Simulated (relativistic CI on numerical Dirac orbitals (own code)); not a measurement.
# Co²⁺: 3s photoemission with charge transfer

Aim: the 3s photoemission spectrum of Co²⁺ in a cubic metal-ligand cluster, for 5 values of Veg.

Method: charge-transfer multiplet model of a cubic metal-ligand cluster with up to 2 ligand holes, Slater and spin-orbit integrals from Dirac-Coulomb-Breit ions, Slater integrals scaled by 0.9. Code: relativistic CI on numerical Dirac orbitals (own code) version 3.

## Step 1: The atom as given

| Quantity | Value |
| --- | --- |
| ion | Co²⁺ (Co III) |
| nuclear charge | 27 |
| electrons | 25 |
| d electrons | 7 |
| ligand holes at most | 2 |
| parameters | in eV; Veg, Vt2g hoppings, tenDq and tenDqL metal and ligand splittings (negative tenDq: tetrahedral), red the scaling of hopping with a core hole |
| temperature | 20 K |
| widths | Lorentz 1.4 eV, Gauss 0.8 eV |

## Step 2: Veg = 2.15 eV

The run's settings:

```ini
cluster ion=Co2+ d7 ligand_holes=2 slater_scale=0.9
Delta=5.6 Udd=7.9 Upd=9 tenDq=1.4 tenDqL=1.3 Veg=2.15 Vt2g=-1.06 red=1
spectrum xps 3s T=20 lorentz=1.4 gauss=0.8
```

Launch:

```
python run_levels.py task.json out
```

One command runs all members of the session, one after another, from task.json.

Main fields of the result record, rounded:

```text
{
  "status": "converged",
  "curve, one point in 6 above 2 % of the maximum [energy, intensity] [eV from the first main peak; 1/eV]": [
    [-3.5, 0.008807],
    [-2.9, 0.01238],
    [-2.3, 0.01884],
    [-1.7, 0.03221],
    [-1.1, 0.06416],
    [-0.5, 0.1304],
    [0.1, 0.1704],
    [0.7, 0.1142],
    [1.3, 0.05957],
    [1.9, 0.03955],
    [2.5, 0.03407],
    [3.1, 0.03017],
    [3.7, 0.027],
    [4.3, 0.02899],
    [4.9, 0.0376],
    [5.5, 0.05794],
    [6.1, 0.08017],
    [6.7, 0.07792],
    [7.3, 0.0722],
    [7.9, 0.05815],
    [8.5, 0.03631],
    [9.1, 0.02449],
    [9.7, 0.02138],
    [10.3, 0.02085],
    [10.9, 0.02147],
    [11.5, 0.02227],
    [12.1, 0.02223],
    [12.7, 0.02549],
    "... 11 more rows left out ..."
  ],
  "weights": [0.862302, 0.134623, 0.00307485],
  "n_d": 7.14077,
  "n_eg": 2.18449,
  "ground_S": 1.49944,
  "ground_energy [eV]": -4.90105,
  "cluster_levels [E_eV, degeneracy, S, weight_dn]": [
    [8.882e-15, 2, 1.499, 0.8623],
    [0.03899, 4, 1.493, 0.8611],
    [0.09403, 4, 1.459, 0.8558],
    [0.115, 2, 1.5, 0.8614],
    [0.4018, 4, 0.5902, 0.7539],
    [1.659, 2, 1.494, 0.8974],
    [1.662, 4, 1.484, 0.8959],
    [1.666, 4, 1.466, 0.8935],
    [1.696, 2, 1.482, 0.8954],
    [2.012, 4, 0.5786, 0.7964],
    [2.047, 2, 0.5356, 0.7858],
    [2.072, 4, 0.5172, 0.7993],
    [2.101, 2, 0.5118, 0.804],
    [2.7, 4, 0.5257, 0.7892],
    [2.752, 2, 0.5111, 0.7869],
    [3.329, 2, 1.48, 0.8495],
    [3.332, 4, 1.491, 0.8506],
    [3.391, 4, 1.48, 0.8498],
    [3.414, 2, 1.488, 0.8513],
    [3.481, 4, 1.384, 0.9191],
    [3.568, 2, 0.5381, 0.7877],
    [3.606, 4, 0.7238, 0.8091],
    "... 2 more rows left out ..."
  ],
  "atomic [eV]": {"ground": {"F2dd": 10.387, "F4dd": 6.44719, "zeta_d": 0.0631412}, "final": {"F2dd": 11.4311, "F4dd": 7.1437, "zeta_d": 0.073041, "zeta_core": 0.0, "G2cd": 11.597}}
}
```

Wall time 2.2 s (1 thread of Neoverse-V1, shared host); peak memory 0.2 GiB.

## Step 3: Veg = 1.25 eV

The run's settings:

```ini
cluster ion=Co2+ d7 ligand_holes=2 slater_scale=0.9
Delta=5.6 Udd=7.9 Upd=9 tenDq=1.4 tenDqL=1.3 Veg=1.25 Vt2g=-0.62 red=1
spectrum xps 3s T=20 lorentz=1.4 gauss=0.8
```

From the record:

```text
{
  "status": "converged",
  "curve, one point in 9 above 2 % of the maximum [energy, intensity] [eV from the first main peak; 1/eV]": [
    [-3.2, 0.009485],
    [-2.3, 0.01689],
    [-1.4, 0.03908],
    [-0.5, 0.1109],
    [0.4, 0.1261],
    [1.3, 0.06435],
    [2.2, 0.05662],
    [3.1, 0.0788],
    [4, 0.08486],
    [4.9, 0.04349],
    [5.8, 0.02578],
    [6.7, 0.03374],
    [7.6, 0.03763],
    [8.5, 0.03033],
    [9.4, 0.02839],
    [10.3, 0.02829],
    [11.2, 0.04213],
    [12.1, 0.08233],
    [13, 0.05635],
    [13.9, 0.02402],
    [14.8, 0.0132],
    [15.7, 0.006972],
    [16.6, 0.004305],
    [17.5, 0.003021]
  ],
  "weights": [0.943497, 0.0560409, 0.000462286],
  "n_d": 7.05697,
  "n_eg": 2.12381,
  "ground_S": 1.49938,
  "ground_energy [eV]": -4.09939,
  "cluster_levels [E_eV, degeneracy, S, weight_dn]": [
    [1.688e-14, 2, 1.499, 0.9435],
    [0.0415, 4, 1.498, 0.9433],
    [0.107, 4, 1.493, 0.9426],
    [0.1186, 2, 1.5, 0.9431],
    [0.8637, 4, 0.5162, 0.875],
    [1.421, 2, 1.498, 0.9595],
    [1.425, 4, 1.498, 0.9594],
    [1.437, 4, 1.49, 0.959],
    [1.462, 2, 1.496, 0.9593],
    [2.187, 4, 0.5134, 0.9064],
    [2.249, 4, 0.5098, 0.9037],
    [2.256, 2, 0.5082, 0.8972],
    [2.259, 2, 0.5042, 0.9108],
    [2.881, 4, 0.5831, 0.9015],
    [2.942, 2, 0.5383, 0.8991],
    [2.99, 4, 1.493, 0.9777],
    [3.221, 2, 1.493, 0.9346],
    [3.223, 4, 1.497, 0.9348],
    [3.292, 4, 1.454, 0.9325],
    [3.308, 2, 1.468, 0.9344],
    [3.493, 2, 0.523, 0.946],
    [3.629, 2, 0.5113, 0.9001],
    "... 2 more rows left out ..."
  ],
  "atomic [eV]": {"ground": {"F2dd": 10.387, "F4dd": 6.44719, "zeta_d": 0.0631412}, "final": {"F2dd": 11.4311, "F4dd": 7.1437, "zeta_d": 0.073041, "zeta_core": 0.0, "G2cd": 11.597}}
}
```

It took 2 s on 1 thread of Neoverse-V1, shared host; peak memory 0.21 GiB.

## Step 4: Veg = 1.55 eV

The run's settings:

```ini
cluster ion=Co2+ d7 ligand_holes=2 slater_scale=0.9
Delta=5.6 Udd=7.9 Upd=9 tenDq=1.4 tenDqL=1.3 Veg=1.55 Vt2g=-0.76 red=1
spectrum xps 3s T=20 lorentz=1.4 gauss=0.8
```

From the record:

```text
{
  "status": "converged",
  "curve, one point in 9 above 2 % of the maximum [energy, intensity] [eV from the first main peak; 1/eV]": [
    [-3.7, 0.007722],
    [-2.8, 0.01275],
    [-1.9, 0.02566],
    [-1, 0.07068],
    [-0.1, 0.153],
    [0.8, 0.09027],
    [1.7, 0.04702],
    [2.6, 0.04114],
    [3.5, 0.05394],
    [4.4, 0.08041],
    [5.3, 0.05758],
    [6.2, 0.03652],
    [7.1, 0.04802],
    [8, 0.03653],
    [8.9, 0.02784],
    [9.8, 0.02678],
    [10.7, 0.02569],
    [11.6, 0.03148],
    [12.5, 0.06111],
    [13.4, 0.05933],
    [14.3, 0.02464],
    [15.2, 0.01568],
    [16.1, 0.009061],
    [17, 0.004925],
    [17.9, 0.003198]
  ],
  "weights": [0.918215, 0.0807838, 0.00100086],
  "n_d": 7.08279,
  "n_eg": 2.14272,
  "ground_S": 1.4994,
  "ground_energy [eV]": -4.32683,
  "cluster_levels [E_eV, degeneracy, S, weight_dn]": [
    [8.882e-15, 2, 1.499, 0.9182],
    [0.04099, 4, 1.498, 0.9179],
    [0.1046, 4, 1.489, 0.9167],
    [0.1175, 2, 1.5, 0.9176],
    [0.716, 4, 0.524, 0.8308],
    [1.492, 2, 1.497, 0.9409],
    [1.495, 4, 1.498, 0.9408],
    [1.506, 4, 1.486, 0.9399],
    [1.532, 2, 1.495, 0.9405],
    [2.131, 4, 0.5214, 0.8683],
    [2.187, 2, 0.5113, 0.8585],
    [2.19, 4, 0.5104, 0.8683],
    [2.209, 2, 0.5053, 0.8753],
    [2.823, 4, 0.554, 0.8632],
    [2.88, 2, 0.5242, 0.8608],
    [3.138, 4, 1.49, 0.9671],
    [3.25, 2, 1.491, 0.9075],
    [3.253, 4, 1.497, 0.9079],
    [3.318, 4, 1.468, 0.906],
    [3.336, 2, 1.478, 0.9077],
    [3.543, 2, 0.518, 0.9228],
    [3.607, 2, 0.5154, 0.8625],
    "... 2 more rows left out ..."
  ],
  "atomic [eV]": {"ground": {"F2dd": 10.387, "F4dd": 6.44719, "zeta_d": 0.0631412}, "final": {"F2dd": 11.4311, "F4dd": 7.1437, "zeta_d": 0.073041, "zeta_core": 0.0, "G2cd": 11.597}}
}
```

It took 2 s on 1 thread of Neoverse-V1, shared host; peak memory 0.21 GiB.

## Step 5: Veg = 1.85 eV

The run's settings:

```ini
cluster ion=Co2+ d7 ligand_holes=2 slater_scale=0.9
Delta=5.6 Udd=7.9 Upd=9 tenDq=1.4 tenDqL=1.3 Veg=1.85 Vt2g=-0.91 red=1
spectrum xps 3s T=20 lorentz=1.4 gauss=0.8
```

From the record:

```text
{
  "status": "converged",
  "curve, one point in 9 above 2 % of the maximum [energy, intensity] [eV from the first main peak; 1/eV]": [
    [-3.1, 0.01076],
    [-2.2, 0.01999],
    [-1.3, 0.04924],
    [-0.4, 0.1381],
    [0.5, 0.1302],
    [1.4, 0.05385],
    [2.3, 0.03667],
    [3.2, 0.03223],
    [4.1, 0.0409],
    [5, 0.06991],
    [5.9, 0.06829],
    [6.8, 0.05417],
    [7.7, 0.05272],
    [8.6, 0.02944],
    [9.5, 0.02428],
    [10.4, 0.02431],
    [11.3, 0.0237],
    [12.2, 0.02788],
    [13.1, 0.04708],
    [14, 0.05451],
    [14.9, 0.02302],
    [15.8, 0.014],
    [16.7, 0.01113],
    [17.6, 0.005893],
    [18.5, 0.003414]
  ],
  "weights": [0.890717, 0.107425, 0.00185881],
  "n_d": 7.11114,
  "n_eg": 2.16321,
  "ground_S": 1.49942,
  "ground_energy [eV]": -4.59595,
  "cluster_levels [E_eV, degeneracy, S, weight_dn]": [
    [1.51e-14, 2, 1.499, 0.8907],
    [0.04025, 4, 1.497, 0.8902],
    [0.1009, 4, 1.481, 0.8878],
    [0.1163, 2, 1.5, 0.89],
    [0.5603, 4, 0.5414, 0.7894],
    [1.571, 2, 1.496, 0.9198],
    [1.574, 4, 1.497, 0.9198],
    [1.583, 4, 1.478, 0.9177],
    [1.61, 2, 1.491, 0.9191],
    [2.07, 4, 0.5378, 0.8303],
    [2.117, 2, 0.5178, 0.8207],
    [2.13, 4, 0.5121, 0.8331],
    [2.155, 2, 0.5073, 0.839],
    [2.762, 4, 0.5367, 0.8253],
    [2.816, 2, 0.516, 0.8229],
    [3.286, 2, 1.488, 0.8787],
    [3.288, 4, 1.49, 0.8833],
    [3.305, 4, 1.484, 0.9483],
    [3.35, 4, 1.478, 0.8784],
    [3.371, 2, 1.484, 0.8795],
    [3.586, 2, 0.5229, 0.8245],
    [3.599, 2, 0.5147, 0.8969],
    "... 2 more rows left out ..."
  ],
  "atomic [eV]": {"ground": {"F2dd": 10.387, "F4dd": 6.44719, "zeta_d": 0.0631412}, "final": {"F2dd": 11.4311, "F4dd": 7.1437, "zeta_d": 0.073041, "zeta_core": 0.0, "G2cd": 11.597}}
}
```

Run time: 2 s. Hardware: 1 thread of Neoverse-V1, shared host; peak memory 0.21 GiB.

## Step 6: Veg = 3.05 eV

The run's settings:

```ini
cluster ion=Co2+ d7 ligand_holes=2 slater_scale=0.9
Delta=5.6 Udd=7.9 Upd=9 tenDq=1.4 tenDqL=1.3 Veg=3.05 Vt2g=-1.5 red=1
spectrum xps 3s T=20 lorentz=1.4 gauss=0.8
```

From the record:

```text
{
  "status": "converged",
  "curve, one point in 9 above 2 % of the maximum [energy, intensity] [eV from the first main peak; 1/eV]": [
    [-3.2, 0.01174],
    [-2.3, 0.02151],
    [-1.4, 0.05133],
    [-0.5, 0.1494],
    [0.4, 0.1698],
    [1.3, 0.06782],
    [2.2, 0.04005],
    [3.1, 0.05787],
    [4, 0.0571],
    [4.9, 0.03374],
    [5.8, 0.03342],
    [6.7, 0.02376],
    [7.6, 0.02653],
    [8.5, 0.03913],
    [9.4, 0.03464],
    [10.3, 0.04275],
    [11.2, 0.0495],
    [12.1, 0.02625],
    [13, 0.02113],
    [13.9, 0.01767],
    [14.8, 0.01502],
    [15.7, 0.01805],
    [16.6, 0.01539],
    [17.5, 0.00761],
    [18.4, 0.004725]
  ],
  "weights": [0.660092, 0.318248, 0.0216604],
  "n_d": 7.36157,
  "n_eg": 1.48559,
  "ground_S": 0.618231,
  "ground_energy [eV]": -6.1452,
  "cluster_levels [E_eV, degeneracy, S, weight_dn]": [
    [1.776e-14, 4, 0.6182, 0.6601],
    [0.1524, 2, 1.499, 0.7791],
    [0.1949, 4, 1.492, 0.7774],
    [0.2632, 2, 1.5, 0.7779],
    [0.2805, 4, 1.444, 0.768],
    [1.929, 4, 0.6628, 0.7115],
    [1.979, 2, 0.5972, 0.7009],
    [2.051, 4, 0.6079, 0.719],
    [2.071, 2, 0.8473, 0.7443],
    [2.136, 4, 1.449, 0.8217],
    [2.151, 2, 1.284, 0.7963],
    [2.185, 4, 1.403, 0.8119],
    [2.185, 2, 1.448, 0.8202],
    [2.68, 4, 0.5113, 0.6961],
    [2.726, 2, 0.5054, 0.6942],
    [3.627, 2, 1.038, 0.723],
    [3.65, 4, 1.175, 0.7375],
    [3.7, 4, 1.148, 0.7354],
    [3.71, 2, 1.123, 0.7322],
    [3.731, 4, 1.359, 0.7574],
    [3.747, 2, 1.493, 0.7734],
    [4.054, 2, 0.5088, 0.7925],
    "... 2 more rows left out ..."
  ],
  "atomic [eV]": {"ground": {"F2dd": 10.387, "F4dd": 6.44719, "zeta_d": 0.0631412}, "final": {"F2dd": 11.4311, "F4dd": 7.1437, "zeta_d": 0.073041, "zeta_core": 0.0, "G2cd": 11.597}}
}
```

Run time: 2 s. Hardware: 1 thread of Neoverse-V1, shared host; peak memory 0.21 GiB.

## Step 7: The spectra side by side

| run | d count | weight without ligand hole | ground S | up to four highest peaks (% of the highest), eV from the first main peak |
| --- | --- | --- | --- | --- |
| Veg = 2.15 eV | 7.14 | 0.86 | 1.50 | 0.0 (100), 6.3 (48), 11.4 (13), 14.4 (29) |
| Veg = 1.25 eV | 7.06 | 0.94 | 1.50 | 0.0 (100), 3.6 (63), 7.3 (28), 12.3 (60) |
| Veg = 1.55 eV | 7.08 | 0.92 | 1.50 | 0.0 (100), 4.5 (53), 7.2 (32), 12.9 (47) |
| Veg = 1.85 eV | 7.11 | 0.89 | 1.50 | 0.0 (100), 5.4 (48), 7.3 (36), 13.7 (37) |
| Veg = 3.05 eV | 7.36 | 0.66 | 0.62 | 0.0 (100), 3.5 (34), 8.7 (21), 10.9 (27) |

## Step 8: Results

| quantity | value |
| --- | --- |
| d count | 7.06 to 7.36 |
| ground spin (effective S from ⟨S²⟩) | 0.62 to 1.50 |

In words: From Veg = 1.25 eV to Veg = 3.05 eV the ground-state d count goes from 7.06 to 7.36. In the first run d7 holds 86 % of the ground state. The ground spin changes between the runs (1.50 to 0.62), and the line shape with it. The cluster parameters are drawn, not fitted to a compound. The exchange splitting of an s hole comes out too large without intra-shell correlation.
